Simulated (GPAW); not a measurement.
# SVWN5/real-space grid (scalar-relativistic datasets) run of SnNH5 (Sn(NH2)H3)

We compute an energy scan of SnNH5 (Sn(NH2)H3). Input form: an ASE script.

Program for the calculation: GPAW 26.7.0.

3 further runs of the same task are left out: 3 set aside as unsound or not needed. Runs told in other sessions of the task aren't counted.

**1. The structure to begin with**

The species is SnNH5 (7 atoms), meant as a singlet with charge 0. SMILES: `[H][Sn]([H])([H])[NH2]`. Geometry: a GFN2-xTB relaxation, a rough one for these elements and not checked as a minimum.

Bond lengths: Sn1–N2 1.998 Å, N2–H3 1.010 Å, N2–H4 1.010 Å, Sn1–H5 1.650 Å, Sn1–H6 1.649 Å, Sn1–H7 1.675 Å. Angles: Sn1–N2–H3 116.0°, Sn1–N2–H4 116.2°, N2–Sn1–H5 104.9°, N2–Sn1–H6 105.0°, N2–Sn1–H7 115.7°, H3–N2–H4 107.0°, H5–Sn1–H6 111.7°, H5–Sn1–H7 109.7°, H6–Sn1–H7 109.7°.

**2. An energy scan at SVWN5/real-space grid (scalar-relativistic datasets)**

H5NSn.sdf

```

     RDKit          3D

  7  6  0  0  0  0  0  0  0  0999 V2000
   -0.0029    0.0016   -0.7636 Sn  0  0  0  0  0  4  0  0  0  0  0  0
    0.1119    0.2249    1.2187 N   0  0  0  0  0  0  0  0  0  0  0  0
    0.6914   -0.4436    1.7066 H   0  0  0  0  0  0  0  0  0  0  0  0
   -0.7673    0.2709    1.7129 H   0  0  0  0  0  0  0  0  0  0  0  0
    1.5636   -0.0078   -1.2823 H   0  0  0  0  0  0  0  0  0  0  0  0
   -0.8132    1.3360   -1.2961 H   0  0  0  0  0  0  0  0  0  0  0  0
   -0.7835   -1.3819   -1.2961 H   0  0  0  0  0  0  0  0  0  0  0  0
  2  1  1  0
  3  2  1  0
  4  2  1  0
  5  1  1  0
  6  1  1  0
  7  1  1  0
M  END
$$$$
```

H5NSn.py

```python
from ase.io import Trajectory, read
from gpaw import GPAW, setup_paths
from gpaw.atom.configurations import parameters
from gpaw.atom.generator import Generator

molecule = read("H5NSn.sdf")
molecule.center(vacuum=5.0)

for symbol in ["H", "N", "Sn"]:
    Generator(symbol, xcname="LDA_X+LDA_C_VWN", scalarrel=True, nofiles=True, txt=None).run(**parameters[symbol])
setup_paths.insert(0, ".")

dft = GPAW(mode="fd",
           maxiter=100,
           h=0.2,
           xc="LDA_X+LDA_C_VWN",
           symmetry="off",
           txt="H5NSn.txt")
molecule.calc = dft

traj = Trajectory("scan.traj", "w")
energies = []
for value in [0.868, 0.909, 0.949, 0.979, 1.01, 1.04, 1.07, 1.111, 1.171, 1.252]:
    molecule.set_distance(3, 1, value, fix=0, indices=[0, 1, 2, 4, 5, 6])
    energies.append(molecule.get_potential_energy())
    molecule.get_forces()
    traj.write(molecule)
    print(f'{value:8.3f} {energies[-1]:12.5f}')

print('Relative energies (eV):', [round(e - min(energies), 3) for e in energies])
```

Run with:

```sh
python3 H5NSn.py
```

The log of the run:

```text
0.868    -29.48021
   0.909    -29.83351
   0.949    -30.04124
   0.979    -30.13108
   1.010    -30.17473
   1.040    -30.17401
   1.070    -30.13473
   1.111    -30.02788
   1.171    -29.79882
   1.252    -29.44058
Relative energies (eV): [np.float64(0.695), np.float64(0.341), np.float64(0.133), np.float64(0.044), np.float64(0.0), np.float64(0.001), np.float64(0.04), np.float64(0.147), np.float64(0.376), np.float64(0.734)]
```

H5NSn.txt:

```text
__  _  _
 | _ |_)|_||  |
 |__||  | ||/\| - 26.7.0

units:  Angstrom and eV
cores:  1
OpenMP: False

Versions:
  Python: 3.12.14
  ASE:    3.29.0
  Numpy:  2.5.5
  Scipy:  1.18.1
  Libxc:  7.0.0

        _gpaw.cpython-312-x86_64-linux-gnu.so

Input parameters:
  mode=FD(),
  h=0.2,
  maxiter=100,
  symmetry=Symmetry(point_group=False, time_reversal=False),
  xc=XC(name='LDA_X+LDA_C_VWN')

[... 60 lines left out ...]
|   |                                coordinates |     weight |
[... 106 lines left out ...]
  Converge bands: occupied
[... 28 lines left out ...]
convergence criteria:
[... 14 lines left out ...]
Converged in 14 steps
[... 15 lines left out ...]
dipole moment: (-0.077316, -0.186822, 0.038080)  # |e|*Ang
[... 23 lines left out ...]
  Free energy:     -29.798816
[... 80 lines left out ...]
convergence criteria:
[... 14 lines left out ...]
Converged in 12 steps
[... 15 lines left out ...]
dipole moment: (-0.097434, -0.170629, 0.054636)  # |e|*Ang
[... 13 lines left out ...]
Gap: 4.327 eV
Transition (v -> c):
  (s=0, k=0, n=11, [0.00, 0.00, 0.00]) -> (s=0, k=0, n=12, [0.00, 0.00, 0.00])
No difference between direct/indirect transitions
vacuum-level: 0.000  # V

Forces  # eV/Ang
|        x |        y |        z |
|----------|----------|----------|
| -0.21108 | -0.18999 |  0.29973 |  # Sn   0
| -4.05582 |  0.64773 |  2.23518 |  # N    1
|  0.09104 | -0.44147 |  0.30479 |  # H    2
|  4.28428 | -0.39469 | -2.47201 |  # H    3
|  0.75380 | -0.01644 | -0.20417 |  # H    4
| -0.39412 |  0.62482 | -0.24127 |  # H    5
| -0.26990 | -0.47184 | -0.12031 |  # H    6

Force computation time: 0.078  # s

timing:  # [seconds]
  Total:  156.803  # ━━━━━━━━━━━━━━━━━━━━━━━━━━━━━━━━━━━━━━━━━━━━━━━━━━━━━━━━
  Init:     2.097  # ╸
  SCF:    147.871  # ━━━━━━━━━━━━━━━━━━━━━━━━━━━━━━━━━━━━━━━━━━━━━━━━━━━━━
  Forces:   0.830  # ╸
  Move:     5.925  # ━━
```

Wall time 2.6 min (1 thread of AMD EPYC 7B13 (Zen 3), shared host); peak memory 0.73 GiB.

The scan, from its lowest point:

```
H4–N2 (Å)  energy (kJ/mol)
    0.868             67.0
    0.909             32.9
    0.949             12.9
    0.979              4.2
    1.010              0.0
    1.040              0.1
    1.070              3.9
    1.111             14.2
    1.171             36.3
    1.252             70.8
```
